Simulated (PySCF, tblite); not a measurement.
# C₃H₆B₂Cl₂F₂: a rotation path, then NMR shifts on frames, part 2 of 2

tblite 0.8.0 and PySCF 2.14.0. Atoms count from 0.

**5. NMR shieldings: image 4, PBE0/pcSseg-1**

The job: settings as JSON, then the geometry in Å.

```
{"job": {"kind": "nmr", "xc": "PBE0", "basis": "pcSseg-1", "pop": false}, "charge": 0, "multiplicity": 1}
C     -1.563200    -0.671000     0.298000
C     -0.226100     0.072600     0.423200
C      0.608200    -0.101500    -0.899100
B      1.976500    -0.821100    -0.583100
F      2.052600    -2.105200    -0.300300
F      3.132400    -0.194000    -0.521200
B     -0.414700     1.634400     0.726300
Cl    -1.474500     2.578000    -0.235600
Cl     0.464100     2.403400     1.981000
H     -1.386700    -1.724200     0.094800
H     -2.127800    -0.589800     1.223800
H     -2.160000    -0.249500    -0.506800
H      0.327600    -0.399300     1.241500
H      0.012500    -0.691800    -1.594700
H      0.774800     0.866900    -1.369700
```

With the program's defaults for keys left out, this is: GIAO PBE0/pcSseg-1 NMR shielding, non-relativistic, gas phase.

Standard output:

```text
coarse grid: 14576 points
cycle   1  E = -1287.0136767670  dE =  1.043e+00  |g| = 6.819e-01  |ddm| = 3.420e+00
cycle   2  E = -1286.9659339856  dE =  4.774e-02  |g| = 9.121e-01  |ddm| = 9.115e-01
cycle   3  E = -1287.1001084508  dE = -1.342e-01  |g| = 5.861e-02  |ddm| = 4.961e-01
cycle   4  E = -1287.1006953794  dE = -5.869e-04  |g| = 2.862e-02  |ddm| = 6.391e-02
cycle   5  E = -1287.1008695548  dE = -1.742e-04  |g| = 5.880e-03  |ddm| = 2.429e-02
cycle   6  E = -1287.1008775918  dE = -8.037e-06  |g| = 1.485e-03  |ddm| = 7.309e-03
final grid: 134976 points
cycle   7  E = -1287.1575491865  dE = -7.562e-05  |g| = 7.832e-03  |ddm| = 2.644e-02
cycle   8  E = -1287.1575425499  dE =  6.637e-06  |g| = 9.046e-03  |ddm| = 1.361e-02
cycle   9  E = -1287.1575631964  dE = -2.065e-05  |g| = 1.017e-03  |ddm| = 8.196e-03
cycle  10  E = -1287.1575633840  dE = -1.876e-07  |g| = 2.964e-04  |ddm| = 1.114e-03
cycle  11  E = -1287.1575634034  dE = -1.939e-08  |g| = 6.655e-05  |ddm| = 2.803e-04
cycle  12  E = -1287.1575634044  dE = -1.007e-09  |g| = 1.523e-05  |ddm| = 7.210e-05
cycle  13  E = -1287.1575634045  dE = -4.957e-11  |g| = 4.131e-06  |ddm| = 1.450e-05
converged SCF energy = -1287.1575634045

GIAO shielding tensors (ppm)
atom      isotropic    diamagn.    paramagn.     s11        s22        s33       span
  0 C      163.536     246.923     -83.387    148.933    156.901    184.774     35.842
  1 C      157.807     249.358     -91.551    144.493    157.629    171.300     26.807
  2 C      169.478     254.462     -84.984    151.482    168.820    188.131     36.649
  3 B       72.789     193.076    -120.287     47.637     79.885     90.845     43.208
  4 F      248.226     468.162    -219.936     82.483    298.317    363.878    281.395
  5 F      240.261     466.483    -226.223     71.145    290.560    359.077    287.931
  6 B       36.770     191.683    -154.913     -8.488     33.034     85.763     94.251
  7 Cl     711.382    1147.983    -436.601    424.432    756.125    953.587    529.155
  8 Cl     659.736    1147.775    -488.039    385.228    722.698    871.283    486.055
  9 H       30.424      30.514      -0.090     25.597     28.811     36.865     11.268
 10 H       30.646      29.429       1.217     25.929     27.967     38.042     12.113
 11 H       30.314      30.564      -0.249     26.125     30.186     34.631      8.507
 12 H       30.057      33.823      -3.766     27.790     28.988     33.392      5.601
 13 H       31.095      32.427      -1.333     27.097     30.143     36.044      8.947
 14 H       30.733      32.011      -1.278     26.151     31.402     34.645      8.493
```

Run time: 29 s. Hardware: 1 thread of Intel Xeon Platinum 8488C, shared host; peak memory 0.9 GiB.

Key values: δ C1 29.1, C0 23.4, C2 17.4, B6 63.3, H12 1.66, H11 1.40 ppm.

**6. NMR shieldings: image 6, PBE0/pcSseg-1**

The job: settings as JSON, then the geometry in Å.

```
{"job": {"kind": "nmr", "xc": "PBE0", "basis": "pcSseg-1", "pop": false}, "charge": 0, "multiplicity": 1}
C     -1.321600    -0.778100     0.377000
C     -0.159600     0.219000     0.473700
C      0.730900     0.115200    -0.810300
B      1.745700    -1.090300    -0.689000
F      1.393300    -2.357600    -0.740600
F      3.030600    -0.908300    -0.464800
B     -0.642900     1.738300     0.636900
Cl    -1.830400     2.395400    -0.407100
Cl     0.071000     2.756200     1.819900
H     -0.945900    -1.780800     0.193900
H     -1.891200    -0.784800     1.303200
H     -1.990800    -0.502900    -0.434500
H      0.458600    -0.066000     1.331300
H      0.063100     0.007600    -1.665600
H      1.284700     1.044900    -0.946000
```

With the program's defaults for keys left out, this is: GIAO PBE0/pcSseg-1 NMR shielding, non-relativistic, gas phase.

Standard output:

```text
coarse grid: 14576 points
cycle   1  E = -1287.0166832834  dE =  1.044e+00  |g| = 6.799e-01  |ddm| = 3.412e+00
cycle   2  E = -1286.9707848035  dE =  4.590e-02  |g| = 9.051e-01  |ddm| = 9.145e-01
cycle   3  E = -1287.1027062122  dE = -1.319e-01  |g| = 5.872e-02  |ddm| = 4.974e-01
cycle   4  E = -1287.1032842161  dE = -5.780e-04  |g| = 2.883e-02  |ddm| = 6.327e-02
cycle   5  E = -1287.1034601358  dE = -1.759e-04  |g| = 5.745e-03  |ddm| = 2.414e-02
cycle   6  E = -1287.1034677200  dE = -7.584e-06  |g| = 1.457e-03  |ddm| = 7.116e-03
final grid: 134976 points
cycle   7  E = -1287.1608132160  dE = -7.855e-05  |g| = 8.459e-03  |ddm| = 2.749e-02
cycle   8  E = -1287.1608049108  dE =  8.305e-06  |g| = 9.949e-03  |ddm| = 1.512e-02
cycle   9  E = -1287.1608301062  dE = -2.520e-05  |g| = 1.022e-03  |ddm| = 8.934e-03
cycle  10  E = -1287.1608302878  dE = -1.816e-07  |g| = 3.261e-04  |ddm| = 1.127e-03
cycle  11  E = -1287.1608303114  dE = -2.363e-08  |g| = 6.247e-05  |ddm| = 3.000e-04
cycle  12  E = -1287.1608303123  dE = -8.808e-10  |g| = 1.536e-05  |ddm| = 6.893e-05
converged SCF energy = -1287.1608303123

GIAO shielding tensors (ppm)
atom      isotropic    diamagn.    paramagn.     s11        s22        s33       span
  0 C      167.417     247.743     -80.326    153.666    162.391    186.194     32.529
  1 C      156.165     249.868     -93.703    145.083    154.843    168.571     23.488
  2 C      169.759     255.376     -85.617    159.267    168.473    181.537     22.269
  3 B       72.713     192.618    -119.906     47.590     79.549     90.999     43.409
  4 F      243.457     468.758    -225.301     67.324    298.159    364.888    297.564
  5 F      237.871     465.817    -227.946     69.073    292.820    351.721    282.648
  6 B       37.009     191.638    -154.629     -8.129     33.365     85.789     93.918
  7 Cl     708.631    1147.831    -439.199    414.077    744.374    967.443    553.366
  8 Cl     669.352    1147.538    -478.186    402.688    735.573    869.796    467.108
  9 H       30.223      30.838      -0.615     24.674     29.574     36.421     11.747
 10 H       30.678      29.756       0.922     26.089     27.883     38.060     11.971
 11 H       30.522      30.883      -0.361     26.161     30.401     35.003      8.842
 12 H       30.044      33.651      -3.607     27.143     29.195     33.795      6.652
 13 H       31.049      32.410      -1.361     27.346     30.346     35.456      8.109
 14 H       30.860      31.915      -1.055     25.868     30.790     35.922     10.054
```

Wall time 28 s (1 thread of Intel Xeon Platinum 8488C, shared host); peak memory 0.94 GiB.

Key values: δ C1 30.8, C0 19.5, C2 17.2, B6 63.1, H12 1.67, H9 1.49 ppm.

**7. Nuclear shieldings: image 8, PBE0/pcSseg-1**

The job: settings as JSON, then the geometry in Å.

```
{"job": {"kind": "nmr", "xc": "PBE0", "basis": "pcSseg-1", "pop": false}, "charge": 0, "multiplicity": 1}
C     -1.153000    -0.777900     0.602100
C     -0.079200     0.318900     0.504500
C      0.726600     0.124500    -0.804200
B      1.588500    -1.198500    -0.863400
F      2.049400    -1.685300    -1.997400
F      1.953200    -1.888700     0.196600
B     -0.734700     1.780800     0.556800
Cl    -1.871900     2.261100    -0.633500
Cl    -0.310400     2.901500     1.784600
H     -0.685000    -1.758300     0.566300
H     -1.704400    -0.692600     1.535000
H     -1.855800    -0.696400    -0.223500
H      0.611500     0.178800     1.341100
H      0.046400     0.173100    -1.656800
H      1.414300     0.967000    -0.930000
```

Method: GIAO PBE0/pcSseg-1 NMR shielding, non-relativistic, gas phase.

Standard output:

```text
coarse grid: 14576 points
cycle   1  E = -1287.0195998615  dE =  1.047e+00  |g| = 6.802e-01  |ddm| = 3.406e+00
cycle   2  E = -1286.9737764071  dE =  4.582e-02  |g| = 9.043e-01  |ddm| = 9.292e-01
cycle   3  E = -1287.1059947781  dE = -1.322e-01  |g| = 5.892e-02  |ddm| = 5.065e-01
cycle   4  E = -1287.1065756151  dE = -5.808e-04  |g| = 2.879e-02  |ddm| = 6.454e-02
cycle   5  E = -1287.1067503929  dE = -1.748e-04  |g| = 5.684e-03  |ddm| = 2.446e-02
cycle   6  E = -1287.1067578394  dE = -7.447e-06  |g| = 1.397e-03  |ddm| = 7.070e-03
final grid: 134976 points
cycle   7  E = -1287.1638013560  dE = -8.038e-05  |g| = 8.555e-03  |ddm| = 2.899e-02
cycle   8  E = -1287.1637934253  dE =  7.931e-06  |g| = 9.943e-03  |ddm| = 1.534e-02
cycle   9  E = -1287.1638186426  dE = -2.522e-05  |g| = 1.054e-03  |ddm| = 8.933e-03
cycle  10  E = -1287.1638188246  dE = -1.820e-07  |g| = 3.309e-04  |ddm| = 1.123e-03
cycle  11  E = -1287.1638188462  dE = -2.166e-08  |g| = 6.776e-05  |ddm| = 2.781e-04
cycle  12  E = -1287.1638188471  dE = -8.877e-10  |g| = 1.929e-05  |ddm| = 6.724e-05
converged SCF energy = -1287.1638188471

GIAO shielding tensors (ppm)
atom      isotropic    diamagn.    paramagn.     s11        s22        s33       span
  0 C      165.877     248.515     -82.638    154.257    156.858    186.516     32.259
  1 C      154.872     249.796     -94.923    141.597    153.551    169.469     27.872
  2 C      166.841     254.635     -87.794    154.373    158.783    187.368     32.995
  3 B       71.492     192.445    -120.953     43.903     79.281     91.290     47.386
  4 F      231.707     465.500    -233.794     48.396    287.934    358.791    310.394
  5 F      245.111     469.875    -224.765     60.110    294.200    381.022    320.912
  6 B       35.474     191.437    -155.962    -13.104     33.883     85.644     98.748
  7 Cl     703.332    1147.828    -444.496    404.123    741.544    964.329    560.206
  8 Cl     662.646    1147.271    -484.625    388.361    727.323    872.252    483.891
  9 H       30.660      31.099      -0.439     25.544     29.944     36.491     10.947
 10 H       30.612      29.788       0.824     25.935     28.098     37.803     11.867
 11 H       30.702      31.050      -0.348     26.677     30.202     35.226      8.549
 12 H       29.733      33.186      -3.453     25.913     29.687     33.599      7.687
 13 H       30.542      32.220      -1.678     25.527     31.658     34.441      8.914
 14 H       30.656      30.880      -0.224     25.446     30.037     36.485     11.039
```

Wall time 28 s (1 thread of Intel Xeon Platinum 8488C, shared host); peak memory 0.9 GiB.

Key values: δ C1 32.1, C0 21.0, C2 20.1, B6 64.6, H12 1.98, H13 1.17 ppm.

**8. Side by side: NMR shifts**

Shifts (ppm) of some atoms, chosen among heavy atoms and hydrogens apart, with basis size and wall time:

| frame | C1 | H9 | H13 | F5 | F4 | Cl8 | Cl7 | functions | time |
| --- | --- | --- | --- | --- | --- | --- | --- | --- | --- |
| image 0 | 34.4 | 1.08 | 1.04 | -66.3 | -69.8 | 295 | 255 | 197 | 30 s |
| image 2 | 32.4 | 1.08 | 0.77 | -68.8 | -74.3 | 295 | 245 | 197 | 29 s |
| image 4 | 29.1 | 1.29 | 0.62 | -69.3 | -77.3 | 290 | 238 | 197 | 29 s |
| image 6 | 30.8 | 1.49 | 0.67 | -66.9 | -72.5 | 280 | 241 | 197 | 28 s |
| image 8 | 32.1 | 1.06 | 1.17 | -74.2 | -60.8 | 287 | 246 | 197 | 28 s |

**9. Summary of results**

This closing draws on all 2 parts.

```
                                            quantity                                   value
                                             barrier      0.137 eV (3.2 kcal/mol) at image 4
                               end to end (GFN2-xTB)                                0.007 eV
     13C shifts against TMS (PBE0/pcSseg-1, image 0)                    34.4, 23.5, 22.1 ppm
      1H shifts against TMS (PBE0/pcSseg-1, image 0)  1.90, 1.33, 1.22, 1.08, 1.04, 0.96 ppm
11B shifts against BF3·OEt2 (PBE0/pcSseg-1, image 0)                          64.6, 27.6 ppm
   19F shifts against CFCl3 (PBE0/pcSseg-1, image 0)                        -66.3, -69.8 ppm
    35Cl shifts against HCl (PBE0/pcSseg-1, image 0)                            295, 255 ppm
                            range of the shift of F4                      -77.3 to -60.8 ppm
```

What this shows: Along the band the dihedral turns by 111°, and the top (dihedral -119°) lies 3.2 kcal/mol above the start (GFN2-xTB, rough), so at room temperature this motion is fast. Ends this close can change order at a higher level. The top was not checked by a frequency run. Shifts at one fixed geometry are not the observed spectrum, which averages over the motion. In the first frame run (image 0): The widest tensor belongs to Cl7: span 579 ppm, with a paramagnetic part of -454 ppm. In ppm, F4 moves most: its shift spreads over 16.5 ppm, from -77.3 (image 4) to -60.8 (image 8).
